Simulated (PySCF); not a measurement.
# C3H3F3N2: magnetic properties

What do calculations give for the magnetic properties of C3H3F3N2 (`C=N/N=C/C(F)(F)F`)?

Programs: PySCF 2.14.0, with routines of our own; each step states its level. All values are computed. Atoms count from 0.

## 1. The system as given

11 atoms, charge 0, multiplicity 1; geometry from: GFN2-xTB.

## 2. Magnetic properties: GIAO B97-2/pcSseg-1

The job: settings as JSON, then the geometry in Å.

```
{"job": {"kind": "mag", "xc": "B97-2", "basis": "pcSseg-1", "isotopologues": 2}, "charge": 0, "multiplicity": 1}
C      2.629542     0.090470     0.264227
N      1.569970     0.106389    -0.411022
N      0.358292     0.307880    -0.200831
C     -0.657551    -0.450094    -0.155640
C     -2.015154     0.179678    -0.135395
F     -2.046272     1.392467    -0.693871
F     -2.491628     0.324884     1.119863
F     -2.916307    -0.579000    -0.781329
H      2.651476     0.098104     1.349230
H      3.562847     0.067530    -0.271893
H     -0.639790    -1.535638    -0.109302
```

With the program's defaults for keys left out, this is: GIAO B97-2/pcSseg-1 magnetisability, rotational g tensor and spin-rotation constants, non-relativistic, gas phase.

Started as:

```console
$ OMP_NUM_THREADS=1 python excited_run.py task.json out
```

This one command runs all jobs of the session in turn.

The program printed:

```text
coarse grid: 10504 points
cycle   1  E = -524.6799751299  dE =  1.511e+00  |g| = 9.130e-01  |ddm| = 3.078e+00
cycle   2  E = -524.5148808720  dE =  1.651e-01  |g| = 1.404e+00  |ddm| = 1.112e+00
cycle   3  E = -524.8139264466  dE = -2.990e-01  |g| = 1.014e-01  |ddm| = 7.189e-01
cycle   4  E = -524.8149593710  dE = -1.033e-03  |g| = 7.825e-02  |ddm| = 1.497e-01
cycle   5  E = -524.8164477641  dE = -1.488e-03  |g| = 1.874e-02  |ddm| = 7.378e-02
cycle   6  E = -524.8165098238  dE = -6.206e-05  |g| = 8.817e-03  |ddm| = 1.951e-02
cycle   7  E = -524.8165272649  dE = -1.744e-05  |g| = 1.756e-03  |ddm| = 7.268e-03
cycle   8  E = -524.8165278882  dE = -6.232e-07  |g| = 5.895e-04  |ddm| = 1.492e-03
final grid: 106536 points
cycle   9  E = -524.8639039894  dE = -5.621e-05  |g| = 1.191e-02  |ddm| = 2.515e-02
cycle  10  E = -524.8638884424  dE =  1.555e-05  |g| = 1.566e-02  |ddm| = 1.306e-02
cycle  11  E = -524.8639218533  dE = -3.341e-05  |g| = 1.287e-03  |ddm| = 8.068e-03
cycle  12  E = -524.8639222038  dE = -3.505e-07  |g| = 4.059e-04  |ddm| = 1.343e-03
cycle  13  E = -524.8639222383  dE = -3.451e-08  |g| = 1.618e-04  |ddm| = 4.234e-04
cycle  14  E = -524.8639222431  dE = -4.791e-09  |g| = 6.542e-05  |ddm| = 1.450e-04
cycle  15  E = -524.8639222441  dE = -1.022e-09  |g| = 1.202e-05  |ddm| = 5.681e-05
cycle  16  E = -524.8639222442  dE = -2.478e-11  |g| = 4.046e-06  |ddm| = 9.307e-06
converged SCF energy = -524.8639222442

Magnetisability tensor (1e-30 J/T^2)
     -756.02        7.42       17.13
        7.42     -864.40      -25.03
       17.13      -25.03     -891.15
isotropic -837.19   principal values    -908.40   -849.45   -753.71
isotropic susceptibility -50.417 1e-6 cm^3/mol

Inertial axes            a          b          c
rot. const./GHz      5.2638     1.0038     1.0005
chi total           -45.504    -53.381    -52.364
chi diamagnetic    -283.213  -1192.978  -1194.752
chi paramagnetic    237.709   1139.597   1142.387
quadrupole/D A        7.057     -4.277     -2.779
g nuclear            0.5065     0.5288     0.5275
g electronic        -0.5878    -0.5374    -0.5370
g total             -0.0813    -0.0086    -0.0095

Spin-rotation constants (kHz, H = +C I.J)
atom  isotope        aa         bb         cc
  1    14N        1.577      0.190      0.081
  2    14N        1.592      0.081      0.189
  5    19F        8.276      1.083      0.986
  6    19F        7.649      1.135      1.363
  7    19F        6.154      1.224      1.343
  8     1H       -0.485      0.074     -0.109
  9     1H        0.236     -0.065     -0.108
 10     1H       -0.489     -0.118      0.081
  0    13C*       1.692      0.324      0.166
  3    13C*       1.657      0.188      0.330
  4    13C*       1.656      0.298      0.303
* in the singly substituted isotopologue

Isotopologues: g along a, b, c
2H    at 8,9,10            -0.0776    -0.0086    -0.0086
13C   at 0                 -0.0813    -0.0085    -0.0094
```

It took 16 s on 1 thread of Arm Neoverse V2, shared host; peak memory 0.71 GiB.

From this job:

| quantity | value |
| --- | --- |
| magnetisability | -837·10⁻³⁰ J/T² |
| molar susceptibility | -50.4·10⁻⁶ cm³/mol |
| rotational g (a, b, c) | -0.0813, -0.0086, -0.0095 |

## 3. Magnetic properties: common gauge origin B97-2/3-21G

Settings changed since step 2:

```diff
@@ -1,2 +1,2 @@
-{"job": {"kind": "mag", "xc": "B97-2", "basis": "pcSseg-1", "isotopologues": 2}, "charge": 0, "multiplicity": 1}
+{"job": {"kind": "mag", "xc": "B97-2", "basis": "3-21G", "gauge": [0, 0, 0]}, "charge": 0, "multiplicity": 1}
 C      2.629542     0.090470     0.264227
```

Level: common gauge origin B97-2/3-21G magnetisability, rotational g tensor and spin-rotation constants, non-relativistic, gas phase.

The program printed:

```text
coarse grid: 10504 points
cycle   1  E = -521.7993314071  dE =  1.408e+00  |g| = 8.881e-01  |ddm| = 3.629e+00
cycle   2  E = -521.6569183680  dE =  1.424e-01  |g| = 1.332e+00  |ddm| = 1.747e+00
cycle   3  E = -521.9509606793  dE = -2.940e-01  |g| = 8.622e-02  |ddm| = 1.032e+00
cycle   4  E = -521.9518890156  dE = -9.283e-04  |g| = 6.414e-02  |ddm| = 1.629e-01
cycle   5  E = -521.9529460525  dE = -1.057e-03  |g| = 1.465e-02  |ddm| = 7.441e-02
cycle   6  E = -521.9529957443  dE = -4.969e-05  |g| = 3.608e-03  |ddm| = 1.627e-02
cycle   7  E = -521.9529982149  dE = -2.471e-06  |g| = 1.529e-03  |ddm| = 4.113e-03
final grid: 106536 points
cycle   8  E = -522.0198607287  dE = -2.693e-05  |g| = 4.948e-03  |ddm| = 1.566e-02
cycle   9  E = -522.0198468846  dE =  1.384e-05  |g| = 9.313e-03  |ddm| = 1.303e-02
cycle  10  E = -522.0198659640  dE = -1.908e-05  |g| = 1.364e-03  |ddm| = 9.020e-03
cycle  11  E = -522.0198663688  dE = -4.048e-07  |g| = 3.290e-04  |ddm| = 1.292e-03
cycle  12  E = -522.0198663872  dE = -1.844e-08  |g| = 1.015e-04  |ddm| = 3.407e-04
cycle  13  E = -522.0198663891  dE = -1.833e-09  |g| = 5.117e-05  |ddm| = 1.469e-04
cycle  14  E = -522.0198663897  dE = -5.987e-10  |g| = 7.176e-06  |ddm| = 5.488e-05
converged SCF energy = -522.0198663897

Magnetisability tensor (1e-30 J/T^2)
    -3387.66     -215.02      408.15
     -215.02   -12391.00      -71.48
      408.15      -71.48   -14484.92
isotropic -10087.86   principal values  -14501.83 -12394.33  -3367.43
isotropic susceptibility -607.505 1e-6 cm^3/mol

Inertial axes            a          b          c
rot. const./GHz      5.2638     1.0038     1.0005
chi total          -202.903   -870.925   -748.688
chi diamagnetic    -282.211  -1192.074  -1193.783
chi paramagnetic     79.308    321.150    445.095
quadrupole/D A        6.983     -4.185     -2.798
g nuclear            0.5065     0.5288     0.5275
g electronic        -0.1961    -0.1514    -0.2092
g total              0.3104     0.3773     0.3182

Spin-rotation constants (kHz, H = +C I.J)
atom  isotope        aa         bb         cc
  1    14N        1.296      0.113      0.049
  2    14N        1.265     -0.017      0.065
  5    19F        5.433      0.546      0.430
  6    19F        4.621      0.582      0.753
  7    19F        3.459      0.821      0.926
  8     1H        0.036      0.259      0.135
  9     1H       -0.068      1.252      0.860
 10     1H        0.285     -0.564     -0.528
  0    13C*       1.252      0.416      0.235
  3    13C*       1.013     -0.173     -0.022
  4    13C*       0.107     -0.108     -0.097
* in the singly substituted isotopologue
```

Wall time 2.6 s (1 thread of Arm Neoverse V2, shared host); peak memory 0.44 GiB.

The run ended normally, but its values are not to be used for the molecule: a common gauge origin replaces GIAOs, so the magnetic properties depend on where the origin lies.

## 4. Results

| quantity | value |
| --- | --- |
| magnetisability (step 2, GIAO B97-2/pcSseg-1) | -837·10⁻³⁰ J/T² |
| molar susceptibility (step 2, GIAO B97-2/pcSseg-1) | -50.4·10⁻⁶ cm³/mol |
| rotational g (a, b, c) (step 2, GIAO B97-2/pcSseg-1) | -0.0813, -0.0086, -0.0095 |
| runs | 0 failed, 1 ended on unsound input |

In words: The values above hold for this geometry and these levels alone. Vibrational averaging and real surroundings are missing from these values.
